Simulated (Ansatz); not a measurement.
# B₂F₄H₂O₂: small, medium and large basis sets

The task here is to estimate one member of a computed series from the others.

The runs use Ansatz 0.2.0, Gaussian basis; one geometry, several basis sets.

The runs, in order: PBE0-D4/def2-SVP; ωB97M-V/def2-SVP; PBE0-D4/def2-QZVPP; ωB97M-V/def2-QZVPP; the functionals' def2-TZVPP values are taken from earlier runs.

## The geometry

An earlier PBE0-D4 in a triple-zeta def2 set relaxation fixed the geometry.

10 atoms, charge 0, spin multiplicity 1.

Atoms are counted from 1 here; the program's logs count them from 0.

Bond lengths: F1–B2 1.333 Å, B2–F3 1.352 Å, B2–O4 1.548 Å, B2–O8 1.548 Å, O4–B5 1.548 Å, O4–H9 0.963 Å, B5–F6 1.352 Å, B5–F7 1.333 Å, B5–O8 1.548 Å, O8–H10 0.963 Å. Angles: F1–B2–F3 116.9°, F1–B2–O4 112.3°, F1–B2–O8 112.3°, F3–B2–O4 111.5°, F3–B2–O8 111.5°, O4–B2–O8 89.0°, B2–O4–B5 90.5°, B2–O4–H9 114.6°, B5–O4–H9 114.6°, O4–B5–F6 111.5°, O4–B5–F7 112.3°, O4–B5–O8 89.0°, F6–B5–F7 116.9°, F6–B5–O8 111.5°, F7–B5–O8 112.3°, B2–O8–B5 90.5°, B2–O8–H10 114.6°, B5–O8–H10 114.6°.

The first run:

The input, in.yaml:

```yaml
crystal:
  periodic: [false, false, false]
  atoms:
    - {symbol: F, position_ang: [0.141917, -2.247160, -0.171955]}
    - {symbol: B, position_ang: [-0.328130, -1.046925, 0.167844]}
    - {symbol: F, position_ang: [-1.475536, -1.018822, 0.881830]}
    - {symbol: O, position_ang: [0.759150, -0.148849, 0.806136]}
    - {symbol: B, position_ang: [0.547559, 0.915108, -0.298109]}
    - {symbol: F, position_ang: [-0.135205, 1.984249, 0.168662]}
    - {symbol: F, position_ang: [1.664369, 1.163981, -0.982047]}
    - {symbol: O, position_ang: [-0.385326, -0.075527, -1.035989]}
    - {symbol: H, position_ang: [0.557482, 0.153104, 1.698541]}
    - {symbol: H, position_ang: [-1.263182, 0.269740, -1.231914]}
basis:
  gaussian: {orbitals: def2-SVP}
hamiltonian: {xc: pbe0, dispersion: d4}
output: {orbitals: {seedname: orbitals}}
```

Started as:

```console
> ansatz run in.yaml --threads 4 --pin off --events-out ev --progress --plain --max-ram 11315MiB
```

Steps of the session up to this table: PBE0-D4 in def2-SVP; ωB97M-V in def2-SVP; PBE0-D4 in def2-QZVPP; ωB97M-V in def2-QZVPP.

One of the session's tables, all rows but one given; the rest of the session is left out.

It belongs to the step «Density functionals: the series». 

```
functional       basis  HOMO (eV)  LUMO (eV)
   PBE0-D4    def2-SVP          ?          ?
   PBE0-D4  def2-TZVPP     -11.05      -0.04
   PBE0-D4  def2-QZVPP     -11.08      -0.24
   ωB97M-V    def2-SVP     -13.40       2.32
   ωB97M-V  def2-TZVPP     -13.54       1.35
   ωB97M-V  def2-QZVPP     -13.57       0.96
```

Q: Estimate the row for PBE0-D4, def2-SVP from the others.

As computed: HOMO (eV): -10.92; LUMO (eV): 0.67. In the column «HOMO (eV)» it is the highest.
